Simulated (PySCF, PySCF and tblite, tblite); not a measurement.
# C₃H₄BF₂N: a path driven as rotation about a bond, and NMR exchange

An exercise on one series of results from a longer session: the logs are not shown, and one member is left open.

Programs: PySCF 2.14.0 with density-fitted response routines of our own, and tblite 0.8.0. All values are computed, except where a source is named. Atoms count from 0 throughout.

## The starting structure

11 atoms, charge 0, multiplicity 1; geometry from: force field or distance geometry start.

Bonds of the start (Å): B4–F5 1.44, B4–F6 1.45, C1–C2 1.48, C1–H8 1.09, C2–C3 1.32, C2–H9 1.09, C3–B4 1.56, C3–H10 1.09, N0–C1 1.28, N0–H7 1.05.

Set-up of the first run:

What the job is given:

```
{"job": {"xc": "GFN2-xTB", "basis": "xTB", "kind": "relax"}, "charge": 0, "multiplicity": 1}
N     -2.736400     0.198200    -0.119100
C     -1.648600    -0.458800     0.015600
C     -0.327600     0.188200    -0.139300
C      0.796900    -0.487100    -0.002900
B      2.198400     0.180000    -0.160900
F      3.394100    -0.605100    -0.000000
F      2.308100     1.588300    -0.502100
H     -2.745300     1.223100    -0.352200
H     -1.690700    -1.519600     0.273800
H     -0.312700     1.246300    -0.385900
H      0.769000    -1.550800     0.251300
```

Started as:

```
$ OMP_NUM_THREADS=1 python ens_run.py task.json out
```

This one command runs the whole study; its stages follow in the order run.

Steps of the session up to this table: GFN2-xTB relaxation, start minimum; Relaxed scan, rotation; Nudged elastic band, leg 1; Saddle search, leg 1; DFT refinement, start: PBE0-D3(BJ)/def2-SVP; Shieldings, start: PBE0/pcSseg-1; Shieldings, saddle of leg 1: PBE0/pcSseg-1; The path in numbers; Single-point energy, saddle of leg 1: PBE0/pcSseg-1; Second level: PBE0/pcSseg-1 + D3(BJ); Shieldings, start: PBE0/6-311+G(2d,p); Single-point energy, saddle of leg 1: PBE0/6-311+G(2d,p); Second level: PBE0/6-311+G(2d,p) + D3(BJ).

One of the session's tables, all rows but one given; the rest of the session is left out.

It belongs to the step «Second level: PBE0/6-311+G(2d,p) + D3(BJ)». Barriers by level (kcal/mol; entropies in cal/(mol K)). Zero-point and thermal terms come from xTB in every row. ΔG‡ leaves symmetry out; the rate counts equivalent paths (a factor of 2); effective ΔG‡, where given, is the barrier that would give that rate by Eyring's equation alone:

```
                      level   ΔE‡  with zero-point   ΔH‡  ΔG‡ (298 K)  k at 298 K (1/s)
                   GFN2-xTB  3.72             3.43  2.98         3.84           1.9e+10
       PBE0-D3(BJ)/def2-SVP  5.52             5.23  4.78         5.64           9.1e+08
     PBE0/pcSseg-1 + D3(BJ)  5.75             5.46  5.02         5.88           6.1e+08
PBE0/6-311+G(2d,p) + D3(BJ)     ?                ?     ?            ?                 ?
```

**Question.** Estimate the row for PBE0/6-311+G(2d,p) + D3(BJ).

The run gave: ΔE‡: 5.58; with zero-point: 5.30; ΔH‡: 4.85; ΔG‡ (298 K): 5.71; k at 298 K (1/s): 8.1e+08. In the column «ΔE‡» it lies between PBE0-D3(BJ)/def2-SVP (5.52) and PBE0/pcSseg-1 + D3(BJ) (5.75).
